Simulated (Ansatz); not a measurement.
# Cl− with SiNH5: interaction against distance, part 2 of 3

Ansatz 0.2.0, Gaussian basis. Earlier steps stand in the parts before.

**7. B moved by +0.11 Å, CCSD(T)/def2-TZVPPD**

The inputs:

ab/in.yaml

```yaml
crystal:
  periodic: [false, false, false]
  atoms:
    - {symbol: Cl, position_ang: [0.071427, -0.838571, -3.170176]}
    - {symbol: Si, position_ang: [0.395580, 0.087124, 1.023059]}
    - {symbol: N, position_ang: [-0.836962, 0.070706, -0.149160]}
    - {symbol: H, position_ang: [0.918046, -1.289352, 1.251193]}
    - {symbol: H, position_ang: [1.600576, 0.951442, 0.783949]}
    - {symbol: H, position_ang: [-0.174311, 0.578572, 2.320538]}
    - {symbol: H, position_ang: [-1.406777, 0.899067, -0.234613]}
    - {symbol: H, position_ang: [-0.583908, -0.267276, -1.099929]}
basis:
  gaussian: {orbitals: "def2-TZVPPD.json"}
total_charge: -1
correlation: {method: ccsd_t}
```

a/in.yaml

```yaml
crystal:
  periodic: [false, false, false]
  atoms:
    - {symbol: Cl, position_ang: [0.071427, -0.838571, -3.170176]}
basis:
  gaussian:
    orbitals: "def2-TZVPPD.json"
    ghost_atoms:
      - {symbol: Si, position_ang: [0.395580, 0.087124, 1.023059]}
      - {symbol: N, position_ang: [-0.836962, 0.070706, -0.149160]}
      - {symbol: H, position_ang: [0.918046, -1.289352, 1.251193]}
      - {symbol: H, position_ang: [1.600576, 0.951442, 0.783949]}
      - {symbol: H, position_ang: [-0.174311, 0.578572, 2.320538]}
      - {symbol: H, position_ang: [-1.406777, 0.899067, -0.234613]}
      - {symbol: H, position_ang: [-0.583908, -0.267276, -1.099929]}
total_charge: -1
correlation: {method: ccsd_t}
```

b/in.yaml

```yaml
crystal:
  periodic: [false, false, false]
  atoms:
    - {symbol: Si, position_ang: [0.395580, 0.087124, 1.023059]}
    - {symbol: N, position_ang: [-0.836962, 0.070706, -0.149160]}
    - {symbol: H, position_ang: [0.918046, -1.289352, 1.251193]}
    - {symbol: H, position_ang: [1.600576, 0.951442, 0.783949]}
    - {symbol: H, position_ang: [-0.174311, 0.578572, 2.320538]}
    - {symbol: H, position_ang: [-1.406777, 0.899067, -0.234613]}
    - {symbol: H, position_ang: [-0.583908, -0.267276, -1.099929]}
basis:
  gaussian:
    orbitals: "def2-TZVPPD.json"
    ghost_atoms:
      - {symbol: Cl, position_ang: [0.071427, -0.838571, -3.170176]}
correlation: {method: ccsd_t}
```

Each run has its own folder and the same command.

Command:

```bash
$ ansatz run in.yaml --threads 4 --pin off --events-out ev --progress --plain --max-ram 9574MiB
```

Output in ab, shortened:

```text
Functional definition: HF
  name "HF"
  cite "Fock, Z. Phys. 61, 126 (1930) doi:10.1007/BF01340294"
  parent pbe
[...]
1242 factors; integrals over basis functions are off by at most 1.5e-3 eV
[...]
mean field -21930.47619009 eV, -805.9301349753 hartree, gradient 3.1e-6 eV, S^2 0.000000; 0 other end points of the search recorded, 0 dependent functions left out
11 core orbitals not correlated: weight in the atoms' cores, before any rotation towards them, 1.000 or more for the frozen orbitals, at most 0.000 for the correlated occupied ones
reference -21930.47619009 eV, -805.9301349753 hartree; 11, 11 occupied and 199, 199 virtual orbitals, 1242 factors
second order -15.38575964 eV of doubles, -0.00000000 eV of singles
cycle   1  -16.16603067 eV  change   -7.8e-1 eV  update   7.9e-2
[...]
cycle  10  -16.60964895 eV  change   -8.6e-6 eV  update   1.1e-5
perturbative correction -0.62246531 eV, -0.0228751783 hartree
Total energy: -21947.70830436 eV, -806.5634034941 hartree
```

Output in a, shortened:

```text
[... 4 set-up lines as earlier in the session ...]
[...]
1243 factors; integrals over basis functions are off by at most 8.1e-4 eV
[...]
mean field -12505.39501989 eV, -459.5647905199 hartree, gradient 3.2e-6 eV, S^2 0.000000; 0 other end points of the search recorded, 0 dependent functions left out
5 core orbitals not correlated: weight in the atoms' cores, before any rotation towards them, 1.000 or more for the frozen orbitals, at most 0.000 for the correlated occupied ones
reference -12505.39501989 eV, -459.5647905199 hartree; 4, 4 occupied and 212, 212 virtual orbitals, 1243 factors
second order -5.57723694 eV of doubles, -0.00000000 eV of singles
cycle   1  -5.88427691 eV  change   -3.1e-1 eV  update   4.0e-2
[...]
cycle  10  -6.00167332 eV  change   -3.5e-6 eV  update   4.6e-6
perturbative correction -0.24954598 eV, -0.0091706458 hartree
Total energy: -12511.64623920 eV, -459.7945185922 hartree
```

Log of b, shortened:

```text
[... 4 set-up lines as earlier in the session ...]
[...]
1243 factors; integrals over basis functions are off by at most 1.5e-3 eV
[...]
mean field -9424.61159235 eV, -346.3480877878 hartree, gradient 1.4e-6 eV, S^2 0.000000; 0 other end points of the search recorded, 0 dependent functions left out
6 core orbitals not correlated: weight in the atoms' cores, before any rotation towards them, 1.000 or more for the frozen orbitals, at most 0.000 for the correlated occupied ones
reference -9424.61159235 eV, -346.3480877878 hartree; 7, 7 occupied and 208, 208 virtual orbitals, 1243 factors
second order -9.65948345 eV of doubles, -0.00000000 eV of singles
cycle   1  -10.17331084 eV  change   -5.1e-1 eV  update   6.6e-2
[...]
cycle   9  -10.49676822 eV  change   -3.9e-6 eV  update   1.3e-5
perturbative correction -0.34683006 eV, -0.0127457697 hartree
Total energy: -9435.45519064 eV, -346.7465826748 hartree
```

Times: 53 s (ab), 14 s (a), 25 s (b) on 4 threads of Arm Neoverse V1, shared host; peak memory 3.2 GiB.

Interaction: -13.99 kcal/mol.

**8. B moved by +0.26 Å, wB97M-V/def2-TZVPPD**

ab/in.yaml reads:

```yaml
crystal:
  periodic: [false, false, false]
  atoms:
    - {symbol: Cl, position_ang: [0.071427, -0.838571, -3.170176]}
    - {symbol: Si, position_ang: [0.392314, 0.125467, 1.168012]}
    - {symbol: N, position_ang: [-0.840228, 0.109049, -0.004208]}
    - {symbol: H, position_ang: [0.914780, -1.251010, 1.396146]}
    - {symbol: H, position_ang: [1.597310, 0.989785, 0.928901]}
    - {symbol: H, position_ang: [-0.177577, 0.616915, 2.465490]}
    - {symbol: H, position_ang: [-1.410042, 0.937409, -0.089661]}
    - {symbol: H, position_ang: [-0.587174, -0.228934, -0.954977]}
basis:
  gaussian: {orbitals: "def2-TZVPPD.json"}
total_charge: -1
hamiltonian: {xc: {name: wB97M-V}}
```

a/in.yaml reads:

```yaml
crystal:
  periodic: [false, false, false]
  atoms:
    - {symbol: Cl, position_ang: [0.071427, -0.838571, -3.170176]}
basis:
  gaussian:
    orbitals: "def2-TZVPPD.json"
    ghost_atoms:
      - {symbol: Si, position_ang: [0.392314, 0.125467, 1.168012]}
      - {symbol: N, position_ang: [-0.840228, 0.109049, -0.004208]}
      - {symbol: H, position_ang: [0.914780, -1.251010, 1.396146]}
      - {symbol: H, position_ang: [1.597310, 0.989785, 0.928901]}
      - {symbol: H, position_ang: [-0.177577, 0.616915, 2.465490]}
      - {symbol: H, position_ang: [-1.410042, 0.937409, -0.089661]}
      - {symbol: H, position_ang: [-0.587174, -0.228934, -0.954977]}
total_charge: -1
hamiltonian: {xc: {name: wB97M-V}}
```

b/in.yaml reads:

```yaml
crystal:
  periodic: [false, false, false]
  atoms:
    - {symbol: Si, position_ang: [0.392314, 0.125467, 1.168012]}
    - {symbol: N, position_ang: [-0.840228, 0.109049, -0.004208]}
    - {symbol: H, position_ang: [0.914780, -1.251010, 1.396146]}
    - {symbol: H, position_ang: [1.597310, 0.989785, 0.928901]}
    - {symbol: H, position_ang: [-0.177577, 0.616915, 2.465490]}
    - {symbol: H, position_ang: [-1.410042, 0.937409, -0.089661]}
    - {symbol: H, position_ang: [-0.587174, -0.228934, -0.954977]}
basis:
  gaussian:
    orbitals: "def2-TZVPPD.json"
    ghost_atoms:
      - {symbol: Cl, position_ang: [0.071427, -0.838571, -3.170176]}
hamiltonian: {xc: {name: wB97M-V}}
```

One command serves all of them, each in its own folder.

Command:

```bash
$ ansatz run in.yaml --threads 4 --pin off --events-out ev --progress --plain --max-ram 9574MiB
```

ab printed, shortened:

```text
[... 5 set-up lines as earlier in the session ...]
  # Of w^i u^j: cxij and so on, Table III.
[...]
  gx(w, u) = 1 - cx + cx01*u + cx10*w
[...]
      + integral(e_c_pw_mod_opposite_spin*gos(b97_w_opposite, b97_u_opposite)) + vv10(b, c)
1111 factors; their error is unknown
297 factors; integrals over basis functions are off by at most 4.3e-5 eV
[...]
mean field -21973.88525698 eV, -807.5253887595 hartree, gradient 4.1e-5 eV, S^2 0.000000; 0 other end points of the search recorded, 0 dependent functions left out
reference -21973.88532403 eV, -807.5253912238 hartree; 22, 22 occupied and 199, 199 virtual orbitals, 1111 factors
Total energy: -21973.88532403 eV, -807.5253912238 hartree
```

Output in a, shortened:

```text
[... 5 set-up lines as earlier in the session ...]
  # Of w^i u^j: cxij and so on, Table III.
[...]
  gx(w, u) = 1 - cx + cx01*u + cx10*w
[...]
      + integral(e_c_pw_mod_opposite_spin*gos(b97_w_opposite, b97_u_opposite)) + vv10(b, c)
1066 factors; their error is unknown
284 factors; integrals over basis functions are off by at most 4.4e-5 eV
[...]
mean field -12524.30962807 eV, -460.2598895495 hartree, gradient 7.3e-5 eV, S^2 0.000000; 0 other end points of the search recorded, 0 dependent functions left out
reference -12524.30969043 eV, -460.2598918414 hartree; 9, 9 occupied and 212, 212 virtual orbitals, 1066 factors
Total energy: -12524.30969043 eV, -460.2598918414 hartree
```

Output in b, shortened:

```text
[... 5 set-up lines as earlier in the session ...]
  # Of w^i u^j: cxij and so on, Table III.
[...]
  gx(w, u) = 1 - cx + cx01*u + cx10*w
[...]
      + integral(e_c_pw_mod_opposite_spin*gos(b97_w_opposite, b97_u_opposite)) + vv10(b, c)
1107 factors; their error is unknown
290 factors; integrals over basis functions are off by at most 4.5e-5 eV
[...]
mean field -9448.96713094 eV, -347.2431373221 hartree, gradient 8.3e-5 eV, S^2 0.000000; 0 other end points of the search recorded, 0 dependent functions left out
reference -9448.96718741 eV, -347.2431393974 hartree; 13, 13 occupied and 208, 208 virtual orbitals, 1107 factors
Total energy: -9448.96718741 eV, -347.2431393974 hartree
```

Wall times: 7 s (ab), 3.8 s (a), 5.5 s (b) on 4 threads of Arm Neoverse V1, shared host.

This point gives -14.03 kcal/mol.

**9. B moved by +0.26 Å, CCSD(T)/def2-TZVPPD**

Each input of step 8 (ab, a, b) changes in the same lines:

```diff
-hamiltonian: {xc: {name: wB97M-V}}
+correlation: {method: ccsd_t}
```

Each run has its own folder and the same command.

Command:

```bash
$ ansatz run in.yaml --threads 4 --pin off --events-out ev --progress --plain --max-ram 9574MiB
```

Log of ab, shortened:

```text
[... 4 set-up lines as earlier in the session ...]
[...]
1242 factors; integrals over basis functions are off by at most 1.5e-3 eV
[...]
mean field -21930.48333685 eV, -805.9303976139 hartree, gradient 3.0e-6 eV, S^2 0.000000; 0 other end points of the search recorded, 0 dependent functions left out
11 core orbitals not correlated: weight in the atoms' cores, before any rotation towards them, 1.000 or more for the frozen orbitals, at most 0.000 for the correlated occupied ones
reference -21930.48333685 eV, -805.9303976139 hartree; 11, 11 occupied and 199, 199 virtual orbitals, 1242 factors
second order -15.34807414 eV of doubles, -0.00000000 eV of singles
cycle   1  -16.13791897 eV  change   -7.9e-1 eV  update   7.9e-2
[...]
cycle  10  -16.58082147 eV  change   -9.1e-6 eV  update   1.2e-5
perturbative correction -0.61706577 eV, -0.0226767487 hartree
Total energy: -21947.68122409 eV, -806.5624083125 hartree
```

a printed, shortened:

```text
[... 4 set-up lines as earlier in the session ...]
[...]
1243 factors; integrals over basis functions are off by at most 8.6e-4 eV
[...]
mean field -12505.39480456 eV, -459.5647826066 hartree, gradient 4.0e-6 eV, S^2 0.000000; 0 other end points of the search recorded, 0 dependent functions left out
5 core orbitals not correlated: weight in the atoms' cores, before any rotation towards them, 1.000 or more for the frozen orbitals, at most 0.000 for the correlated occupied ones
reference -12505.39480456 eV, -459.5647826066 hartree; 4, 4 occupied and 212, 212 virtual orbitals, 1243 factors
second order -5.57155856 eV of doubles, -0.00000000 eV of singles
cycle   1  -5.87917493 eV  change   -3.1e-1 eV  update   4.0e-2
[...]
cycle  10  -5.99650220 eV  change   -3.3e-6 eV  update   4.7e-6
perturbative correction -0.24876719 eV, -0.0091420258 hartree
Total energy: -12511.64007395 eV, -459.7942920235 hartree
```

b printed, shortened:

```text
[... 4 set-up lines as earlier in the session ...]
[...]
1243 factors; integrals over basis functions are off by at most 1.5e-3 eV
[...]
mean field -9424.61152973 eV, -346.3480854863 hartree, gradient 1.4e-6 eV, S^2 0.000000; 0 other end points of the search recorded, 0 dependent functions left out
6 core orbitals not correlated: weight in the atoms' cores, before any rotation towards them, 1.000 or more for the frozen orbitals, at most 0.000 for the correlated occupied ones
reference -9424.61152973 eV, -346.3480854863 hartree; 7, 7 occupied and 208, 208 virtual orbitals, 1243 factors
second order -9.65900883 eV of doubles, -0.00000000 eV of singles
cycle   1  -10.17291034 eV  change   -5.1e-1 eV  update   6.6e-2
[...]
cycle   9  -10.49635566 eV  change   -3.8e-6 eV  update   1.3e-5
perturbative correction -0.34678686 eV, -0.0127441822 hartree
Total energy: -9435.45467225 eV, -346.7465636243 hartree
```

They took 54 s (ab), 14 s (a), 25 s (b) on 4 threads of Arm Neoverse V1, shared host; peak memory 3.2 GiB.

Interaction: -13.52 kcal/mol.

**10. B moved by +0.54 Å, wB97M-V/def2-TZVPPD**

ab/in.yaml reads:

```yaml
crystal:
  periodic: [false, false, false]
  atoms:
    - {symbol: Cl, position_ang: [0.071427, -0.838571, -3.170176]}
    - {symbol: Si, position_ang: [0.386249, 0.196674, 1.437209]}
    - {symbol: N, position_ang: [-0.846293, 0.180256, 0.264989]}
    - {symbol: H, position_ang: [0.908715, -1.179803, 1.665343]}
    - {symbol: H, position_ang: [1.591245, 1.060992, 1.198098]}
    - {symbol: H, position_ang: [-0.183642, 0.688122, 2.734687]}
    - {symbol: H, position_ang: [-1.416108, 1.008617, 0.179536]}
    - {symbol: H, position_ang: [-0.593239, -0.157727, -0.685780]}
basis:
  gaussian: {orbitals: "def2-TZVPPD.json"}
total_charge: -1
hamiltonian: {xc: {name: wB97M-V}}
```

a/in.yaml reads:

```yaml
crystal:
  periodic: [false, false, false]
  atoms:
    - {symbol: Cl, position_ang: [0.071427, -0.838571, -3.170176]}
basis:
  gaussian:
    orbitals: "def2-TZVPPD.json"
    ghost_atoms:
      - {symbol: Si, position_ang: [0.386249, 0.196674, 1.437209]}
      - {symbol: N, position_ang: [-0.846293, 0.180256, 0.264989]}
      - {symbol: H, position_ang: [0.908715, -1.179803, 1.665343]}
      - {symbol: H, position_ang: [1.591245, 1.060992, 1.198098]}
      - {symbol: H, position_ang: [-0.183642, 0.688122, 2.734687]}
      - {symbol: H, position_ang: [-1.416108, 1.008617, 0.179536]}
      - {symbol: H, position_ang: [-0.593239, -0.157727, -0.685780]}
total_charge: -1
hamiltonian: {xc: {name: wB97M-V}}
```

b/in.yaml reads:

```yaml
crystal:
  periodic: [false, false, false]
  atoms:
    - {symbol: Si, position_ang: [0.386249, 0.196674, 1.437209]}
    - {symbol: N, position_ang: [-0.846293, 0.180256, 0.264989]}
    - {symbol: H, position_ang: [0.908715, -1.179803, 1.665343]}
    - {symbol: H, position_ang: [1.591245, 1.060992, 1.198098]}
    - {symbol: H, position_ang: [-0.183642, 0.688122, 2.734687]}
    - {symbol: H, position_ang: [-1.416108, 1.008617, 0.179536]}
    - {symbol: H, position_ang: [-0.593239, -0.157727, -0.685780]}
basis:
  gaussian:
    orbitals: "def2-TZVPPD.json"
    ghost_atoms:
      - {symbol: Cl, position_ang: [0.071427, -0.838571, -3.170176]}
hamiltonian: {xc: {name: wB97M-V}}
```

The same command starts each run, in its folder.

Command:

```bash
$ ansatz run in.yaml --threads 4 --pin off --events-out ev --progress --plain --max-ram 9574MiB
```

Log of ab, shortened:

```text
[... 5 set-up lines as earlier in the session ...]
  # Of w^i u^j: cxij and so on, Table III.
[...]
  gx(w, u) = 1 - cx + cx01*u + cx10*w
[...]
      + integral(e_c_pw_mod_opposite_spin*gos(b97_w_opposite, b97_u_opposite)) + vv10(b, c)
1111 factors; their error is unknown
297 factors; integrals over basis functions are off by at most 4.7e-5 eV
[...]
mean field -21973.81187331 eV, -807.5226919594 hartree, gradient 3.9e-5 eV, S^2 0.000000; 0 other end points of the search recorded, 0 dependent functions left out
reference -21973.81194062 eV, -807.5226944332 hartree; 22, 22 occupied and 199, 199 virtual orbitals, 1111 factors
Total energy: -21973.81194062 eV, -807.5226944332 hartree
```

Log of a, shortened:

```text
[... 5 set-up lines as earlier in the session ...]
  # Of w^i u^j: cxij and so on, Table III.
[...]
  gx(w, u) = 1 - cx + cx01*u + cx10*w
[...]
      + integral(e_c_pw_mod_opposite_spin*gos(b97_w_opposite, b97_u_opposite)) + vv10(b, c)
1066 factors; their error is unknown
284 factors; integrals over basis functions are off by at most 4.7e-5 eV
[...]
mean field -12524.30891400 eV, -460.2598633080 hartree, gradient 7.7e-5 eV, S^2 0.000000; 0 other end points of the search recorded, 0 dependent functions left out
reference -12524.30897554 eV, -460.2598655697 hartree; 9, 9 occupied and 212, 212 virtual orbitals, 1066 factors
Total energy: -12524.30897554 eV, -460.2598655697 hartree
```

b printed, shortened:

```text
[... 5 set-up lines as earlier in the session ...]
  # Of w^i u^j: cxij and so on, Table III.
[...]
  gx(w, u) = 1 - cx + cx01*u + cx10*w
[...]
      + integral(e_c_pw_mod_opposite_spin*gos(b97_w_opposite, b97_u_opposite)) + vv10(b, c)
1107 factors; their error is unknown
290 factors; integrals over basis functions are off by at most 4.9e-5 eV
[...]
mean field -9448.96699521 eV, -347.2431323341 hartree, gradient 8.3e-5 eV, S^2 0.000000; 0 other end points of the search recorded, 0 dependent functions left out
reference -9448.96705077 eV, -347.2431343761 hartree; 13, 13 occupied and 208, 208 virtual orbitals, 1107 factors
Total energy: -9448.96705077 eV, -347.2431343761 hartree
```

Times: 7 s (ab), 4.1 s (a), 5.5 s (b) on 4 threads of Arm Neoverse V1, shared host.

ab − a − b = -12.36 kcal/mol.

**11. B moved by +0.54 Å, CCSD(T)/def2-TZVPPD**

The same edit goes into each in.yaml of step 10 (ab, a, b):

```diff
-hamiltonian: {xc: {name: wB97M-V}}
+correlation: {method: ccsd_t}
```

One command serves all of them, each in its own folder.

Command:

```bash
$ ansatz run in.yaml --threads 4 --pin off --events-out ev --progress --plain --max-ram 9574MiB
```

Log of ab, shortened:

```text
[... 4 set-up lines as earlier in the session ...]
[...]
1243 factors; integrals over basis functions are off by at most 1.1e-3 eV
[...]
mean field -21930.45187722 eV, -805.9292414935 hartree, gradient 2.9e-6 eV, S^2 0.000000; 0 other end points of the search recorded, 0 dependent functions left out
11 core orbitals not correlated: weight in the atoms' cores, before any rotation towards them, 1.000 or more for the frozen orbitals, at most 0.000 for the correlated occupied ones
reference -21930.45187722 eV, -805.9292414935 hartree; 11, 11 occupied and 199, 199 virtual orbitals, 1243 factors
second order -15.29761874 eV of doubles, -0.00000000 eV of singles
cycle   1  -16.09955843 eV  change   -8.0e-1 eV  update   7.8e-2
[...]
cycle  10  -16.54149923 eV  change   -9.7e-6 eV  update   1.2e-5
perturbative correction -0.60929728 eV, -0.0223912622 hartree
Total energy: -21947.60267373 eV, -806.5595216401 hartree
```

Output in a, shortened:

```text
[... 4 set-up lines as earlier in the session ...]
[...]
1243 factors; integrals over basis functions are off by at most 1.1e-3 eV
[...]
mean field -12505.39445016 eV, -459.5647695824 hartree, gradient 5.6e-6 eV, S^2 0.000000; 0 other end points of the search recorded, 0 dependent functions left out
5 core orbitals not correlated: weight in the atoms' cores, before any rotation towards them, 1.000 or more for the frozen orbitals, at most 0.000 for the correlated occupied ones
reference -12505.39445016 eV, -459.5647695824 hartree; 4, 4 occupied and 212, 212 virtual orbitals, 1243 factors
second order -5.56312156 eV of doubles, -0.00000000 eV of singles
cycle   1  -5.87158824 eV  change   -3.1e-1 eV  update   4.0e-2
[...]
cycle  10  -5.98880568 eV  change   -3.3e-6 eV  update   4.8e-6
perturbative correction -0.24752050 eV, -0.0090962108 hartree
Total energy: -12511.63077634 eV, -459.7939503426 hartree
```

Log of b, shortened:

```text
[... 4 set-up lines as earlier in the session ...]
[...]
1244 factors; integrals over basis functions are off by at most 1.1e-3 eV
[...]
mean field -9424.61143580 eV, -346.3480820344 hartree, gradient 1.4e-6 eV, S^2 0.000000; 0 other end points of the search recorded, 0 dependent functions left out
6 core orbitals not correlated: weight in the atoms' cores, before any rotation towards them, 1.000 or more for the frozen orbitals, at most 0.000 for the correlated occupied ones
reference -9424.61143580 eV, -346.3480820344 hartree; 7, 7 occupied and 208, 208 virtual orbitals, 1244 factors
second order -9.65841654 eV of doubles, -0.00000000 eV of singles
cycle   1  -10.17239954 eV  change   -5.1e-1 eV  update   6.6e-2
[...]
cycle   9  -10.49583033 eV  change   -3.7e-6 eV  update   1.3e-5
perturbative correction -0.34673506 eV, -0.0127422784 hartree
Total energy: -9435.45400119 eV, -346.7465389632 hartree
```

Times: 53 s (ab), 14 s (a), 25 s (b) on 4 threads of Arm Neoverse V1, shared host; peak memory 3.2 GiB.

Interaction: -11.94 kcal/mol.

[end of part 2 of 3]
